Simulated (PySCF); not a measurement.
# Cl4Dy (Dy(Cl)4-): the cost of one run

Method: PBE0, Dy lcecp-1-SVP with ECP55, Cl def2-SVP; scalar-relativistic core potentials, no spin–orbit coupling; program: PySCF 2.14.0.

1 further run of the same task is left out (for a known fault of the program).

## (1) Starting geometry

5 atoms, charge -1, spin multiplicity 1.

Bond lengths: Dy1–Cl2 2.611 Å, Dy1–Cl3 2.611 Å, Dy1–Cl4 2.611 Å, Dy1–Cl5 2.611 Å. Angles: Cl2–Dy1–Cl3 109.5°, Cl2–Dy1–Cl4 109.5°, Cl2–Dy1–Cl5 109.5°, Cl3–Dy1–Cl4 109.5°, Cl3–Dy1–Cl5 109.5°, Cl4–Dy1–Cl5 109.5°.

As a file:

```csv
atom,x (Å),y (Å),z (Å)
Dy1,0.0000,0.0000,0.0000
Cl2,1.5074,1.5074,1.5074
Cl3,-1.5074,-1.5074,1.5074
Cl4,1.5074,-1.5074,-1.5074
Cl5,-1.5074,1.5074,-1.5074
```

Formal oxidation states: Dy +3. Each metal's 9 4f electrons lie in its core potential, so multiplicities, spins and levels count the valence alone.

## (2) SCF at the start, singlet

File run.py (the lines that set the calculation):

```python
mol = gto.M(atom='''
Dy     0.00000     0.00000     0.00000
Cl     1.50740     1.50740     1.50740
Cl    -1.50740    -1.50740     1.50740
Cl     1.50740    -1.50740    -1.50740
Cl    -1.50740     1.50740    -1.50740''',
    basis={'Dy': 'lcecp-1-SVP', 'Cl': 'def2-SVP'},
    ecp={'Dy': 'lcecp-1-SVP'},
    charge=-1, spin=0)
mf = dft.RKS(mol, xc='PBE0')
mf.grids.atom_grid = (50, 194)  # f atoms: unpruned, at least (60, 302)
mf = mf.density_fit()  # fitting sets: Dy AutoAux, Cl def2-universal-JKFIT
mf.conv_tol = 1e-08; mf.max_cycle = 55
mf.kernel(dm0)  # dm0: free metal ions and neutral atoms
```

Started as:

```sh
OMP_NUM_THREADS=2 python run.py
```

What time and memory should one allow on 2 threads of Arm Neoverse V1, shared host?

About 3.5 s, with a peak of 0.47 GiB.
